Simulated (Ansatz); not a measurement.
**CH₅MgNO: up Jacob's ladder to CCSD(T)**

How much do the methods differ for CH₅MgNO? The plan is to run it at one geometry with functionals of several rungs and with coupled cluster. The yardstick is the atomisation energy at the CCSD(T) limit.

Computed with Ansatz 0.2.0, Gaussian basis. Level: functionals in def2-TZVPP, the program's frozen cores in correlated methods.

The runs, in order: LDA (SPW92), PBE-D4, revPBE-D4, BLYP-D4, r2SCAN-D4, B97M-V, PBE0-D4, B3LYP-D4, r2SCANh-D4, r2SCAN0-D4, HSE06-D4, BHLYP-D4, CAM-B3LYP-D4, LC-ωPBE, ωB97X-V, ωB97M-V, B2PLYP, PBE-QIDH; CCSD(T)/def2-SVP; CCSD(T)/def2-TZVPP; MP2/def2-QZVPP; extrapolation to the limit; RPA on PBE.

### 1 The relaxed structure

An earlier PBE0-D4 in a triple-zeta def2 set relaxation fixed the geometry.

SMILES `C[O][Mg][NH2]`, 9 atoms, charge 0, spin multiplicity 1.

Atoms are counted from 1 here; the program's logs count them from 0.

Bond lengths: C1–O2 1.375 Å, C1–H5 1.100 Å, C1–H6 1.100 Å, C1–H7 1.100 Å, O2–Mg3 1.762 Å, Mg3–N4 1.881 Å, N4–H8 1.009 Å, N4–H9 1.009 Å. Angles: O2–C1–H5 111.9°, O2–C1–H6 111.8°, O2–C1–H7 111.8°, H5–C1–H6 107.0°, H5–C1–H7 107.0°, H6–C1–H7 107.0°, C1–O2–Mg3 179.6°, O2–Mg3–N4 180.0°, Mg3–N4–H8 126.4°, Mg3–N4–H9 126.4°, H8–N4–H9 107.2°.

### 2 LDA

This LDA is Slater exchange with PW92 correlation.

Input file in.yaml:

```yaml
crystal:
  periodic: [false, false, false]
  atoms:
    - {symbol: C, position_ang: [0.827753, 1.558800, -1.264994]}
    - {symbol: O, position_ang: [0.304262, 0.570703, -0.464951]}
    - {symbol: Mg, position_ang: [-0.356856, -0.700429, 0.560645]}
    - {symbol: N, position_ang: [-1.063194, -2.056879, 1.655237]}
    - {symbol: H, position_ang: [1.889665, 1.382367, -1.492051]}
    - {symbol: H, position_ang: [0.760478, 2.548661, -0.789812]}
    - {symbol: H, position_ang: [0.300126, 1.628207, -2.227770]}
    - {symbol: H, position_ang: [-1.521472, -2.899380, 1.343183]}
    - {symbol: H, position_ang: [-1.052161, -2.078350, 2.663514]}
basis:
  gaussian: {orbitals: def2-TZVPP}
hamiltonian: {xc: lda}
output: {orbitals: {seedname: orbitals}}
```

Started as:

```console
> ansatz run in.yaml --threads 4 --pin off --events-out ev --progress --plain --max-ram 10444MiB
```

Further steps of the session: PBE-D4 (GGA); revPBE-D4 (GGA); BLYP-D4 (GGA); r2SCAN-D4 (meta-GGA); B97M-V (meta-GGA); PBE0-D4 (hybrid); B3LYP-D4 (hybrid); r2SCANh-D4 (hybrid); r2SCAN0-D4 (hybrid); HSE06-D4 (hybrid); BHLYP-D4 (hybrid); CAM-B3LYP-D4 (range-separated); LC-ωPBE (range-separated); ωB97X-V (range-separated); ωB97M-V (range-separated); B2PLYP (double hybrid); PBE-QIDH (double hybrid); CCSD(T) in def2-SVP; CCSD(T) in def2-TZVPP; MP2 in def2-QZVPP; RPA on PBE orbitals.

**Question.** What will the summary of the whole plan be? Wanted: atomisation energy, CCSD(T)/CBS; farthest beyond LDA; mean size of error, GGA; mean size of error, meta-GGA; mean size of error, hybrid; mean size of error, range-separated; mean size of error, double hybrid; gap, smallest and largest; T1 diagnostic.

The runs gave:

```
                               quantity                                  value
        atomisation energy, CCSD(T)/CBS                         734.5 kcal/mol
functionals within 3.7 kcal/mol (0.5 %)         BLYP-D4, CAM-B3LYP-D4, ωB97X-V
                    farthest beyond LDA              BHLYP-D4 (-31.7 kcal/mol)
                mean size of error, GGA                           7.4 kcal/mol
           mean size of error, meta-GGA                           6.3 kcal/mol
             mean size of error, hybrid                          14.1 kcal/mol
    mean size of error, range-separated                           3.3 kcal/mol
      mean size of error, double hybrid                          13.6 kcal/mol
              gap, smallest and largest  3.24 eV (BLYP-D4), 10.14 eV (LC-ωPBE)
                          T1 diagnostic                                 0.0104
triples share of the correlation energy                                  2.9 %
```

In words: The LDA atomisation energy is off by 100.9 kcal/mol (14 %): it overbinds. PBE-D4 misses by +7.8 kcal/mol. Double hybrids carry the basis error of their MP2 part in triple zeta, and no dispersion term here, so their miss is partly the set-up's. Taken by rung, range-separated functionals do best (3.3 kcal/mol on average) and hybrid ones worst beyond LDA (14.1 kcal/mol). The mean of the hybrids holds BHLYP, with half exact exchange. Misses under about 3.7 kcal/mol are within the doubt on the reference itself, which lacks core-valence correlation, relativity and higher excitations. Hartree-Fock recovers 69 % of the binding; the rest is correlation. CCSD(T) in def2-SVP is off by -51.6 kcal/mol, worse than the median functional, from the basis alone. Orbital gaps span 3.2 to 10.1 eV; exact exchange widens them. Correlated methods include outer-core shells of Mg, which these sets cover unevenly.
